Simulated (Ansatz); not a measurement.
# LiCuAuO2: the cost of one run

Computed with Ansatz 0.2.0 (DFT PBEsol, scalar-relativistic, plane waves, PAW, unless a step's input says otherwise).

## 1. Starting point

The structure is trigonal, space group R3m (No. 160). Conventional cell: a = 3.274 Å, b = 3.274 Å, c = 19.256 Å, α = 90.00°, β = 90.00°, γ = 120.00°. Around Li (site symmetry 3m) lie 3 O at 1.90 Å. Cu (site symmetry 3m) has 3 O at 2.01 Å as nearest neighbours. Au (site symmetry 3m) has 2 O at 2.07 to 2.10 Å as nearest neighbours. O (site symmetry 3m) has 3 Cu at 2.01 Å and 1 Au at 2.07 Å as nearest neighbours. Around O (site symmetry 3m) lie 3 Li at 1.90 Å and 1 Au at 2.10 Å.

As a file:

```cif
data_structure
_symmetry_space_group_name_H-M 'R3m:H'
_symmetry_Int_Tables_number 160
_cell_length_a 3.2744
_cell_length_b 3.2744
_cell_length_c 19.2564
_cell_angle_alpha 90.000
_cell_angle_beta 90.000
_cell_angle_gamma 120.000
_cell_volume 178.80
loop_
_atom_site_label
_atom_site_type_symbol
_atom_site_symmetry_multiplicity
_atom_site_Wyckoff_symbol
_atom_site_fract_x
_atom_site_fract_y
_atom_site_fract_z
_atom_site_occupancy
Li1 Li 3 a 0.66667 0.33333 0.09059 1
Cu1 Cu 3 a 0.33333 0.66667 0.18247 1
Au1 Au 3 a 0.66667 0.33333 0.32513 1
O1 O 3 a 0.66667 0.33333 0.21756 1
O2 O 3 a 0.00000 0.00000 0.10092 1
```

Source of the structure: the Materials Project (structure only).

(A quick probe on a coarse mesh, which set the mesh and smearing, is not shown.)

## 3. Full relaxation

Input file input.yaml:

```yaml
crystal:
  lattice:
    - [1.6371994655, 0.9452375521, 6.418816]
    - [-1.6371994655, 0.9452375521, 6.418816]
    - [0.0, -1.8904751042, 6.418816]
  atoms:
    - { symbol: Li, position: [0.757259, 0.757259, 0.757259] }
    - { symbol: Cu, position: [0.515803, 0.515803, 0.515803], spin: 0.49 }
    - { symbol: Au, position: [0.991794, 0.991794, 0.991794] }
    - { symbol: O, position: [0.884222, 0.884222, 0.884222], spin: 0.24 }
    - { symbol: O, position: [0.100922, 0.100922, 0.100922] }
basis:
  ecutwfc: 420
kpoints:
  mp_grid: { grid: [12, 12, 12] }
hamiltonian:
  xc: pbesol
scf:
  occupations: { method: gaussian, width: 0.1 }
output:
  forces: true
  stress: true
  eigenvalues: true
  populations: true
  write_density: true
  write_potential: true
  elf: true
  volumetric_format: npy
magnetization:
  spin_polarized: true
relax:
  adjacent_minimum: "off"
  f_tol: 0.005
  max_steps: 80
  cell: { stress_tol: 0.05 }
```

Command:

```console
ansatz run input.yaml --threads 1 --pin off --max-ram 2560MiB --backend cpu --events-out ev --progress --plain --runs-dir out
```

Q: Estimate wall time and peak memory on 1 thread of AMD EPYC 9R45 (Zen 5), shared host.

About 7.3 min, with a peak of 0.97 GiB.
